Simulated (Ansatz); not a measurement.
**BH₅OSeSn: small, medium and large basis sets**

An exercise on one series of results from a longer session: the logs are not shown, and one member is left open.

The runs use Ansatz 0.2.0, Gaussian basis; one geometry, several basis sets.

Plan: PBE0-D4/def2-SVP; ωB97M-V/def2-SVP; PBE0-D4/def2-QZVPP; ωB97M-V/def2-QZVPP; the functionals' def2-TZVPP values are taken from earlier runs.

1 further run of the same task is left out (for a known fault of the program). Runs told in other sessions of the task aren't counted.

### The geometry

All runs share one geometry, relaxed beforehand with PBE0-D4 in a triple-zeta def2 set. Sn takes the def2 core potential; no spin-orbit term is included.

SMILES `O[B]([SeH])[SnH3]`, 9 atoms, charge 0, spin multiplicity 1.

Atoms are counted from 1 here; the program's logs count them from 0.

Bond lengths: O1–B2 1.353 Å, O1–H5 0.961 Å, B2–Se3 1.941 Å, B2–Sn4 2.269 Å, Se3–H6 1.472 Å, Sn4–H7 1.718 Å, Sn4–H8 1.706 Å, Sn4–H9 1.707 Å. Angles: B2–O1–H5 114.3°, O1–B2–Se3 118.8°, O1–B2–Sn4 122.5°, Se3–B2–Sn4 118.7°, B2–Se3–H6 95.8°, B2–Sn4–H7 108.0°, B2–Sn4–H8 113.1°, B2–Sn4–H9 112.8°, H7–Sn4–H8 107.6°, H7–Sn4–H9 107.4°, H8–Sn4–H9 107.7°.

Set-up of the first run:

Input file in.yaml:

```yaml
crystal:
  periodic: [false, false, false]
  atoms:
    - {symbol: O, position_ang: [0.338408, 1.356627, -1.201949]}
    - {symbol: B, position_ang: [0.520631, 0.533439, -0.143794]}
    - {symbol: Se, position_ang: [2.092250, 0.773429, 0.969314]}
    - {symbol: Sn, position_ang: [-0.943172, -1.119252, 0.380593]}
    - {symbol: H, position_ang: [-0.457100, 1.178024, -1.710200]}
    - {symbol: H, position_ang: [2.638783, 1.912012, 0.212774]}
    - {symbol: H, position_ang: [-2.154297, -1.160369, -0.836687]}
    - {symbol: H, position_ang: [-0.217490, -2.662529, 0.439801]}
    - {symbol: H, position_ang: [-1.729414, -0.857783, 1.873048]}
basis:
  gaussian: {orbitals: def2-SVP}
hamiltonian: {xc: pbe0, dispersion: d4}
output: {orbitals: {seedname: orbitals}}
```

The run is started by

```
$ ansatz run in.yaml --threads 4 --pin off --events-out ev --progress --plain --max-ram 10444MiB
```

Among the steps run: PBE0-D4 in def2-SVP; ωB97M-V in def2-SVP; PBE0-D4 in def2-QZVPP; ωB97M-V in def2-QZVPP.

One table of the session follows, with a row left open; its other results are not shown here.

It belongs to the step «Density functionals: the series». 

```
functional       basis  HOMO (eV)
   PBE0-D4    def2-SVP      -7.26
   PBE0-D4  def2-TZVPP      -7.42
   PBE0-D4  def2-QZVPP      -7.44
   ωB97M-V    def2-SVP          ?
   ωB97M-V  def2-TZVPP      -9.55
   ωB97M-V  def2-QZVPP      -9.57
```

**Question.** Estimate the row for ωB97M-V, def2-SVP.

**Answer.** HOMO (eV): -9.36. In the column «HOMO (eV)» it lies between ωB97M-V, def2-TZVPP (-9.55) and PBE0-D4, def2-QZVPP (-7.44).
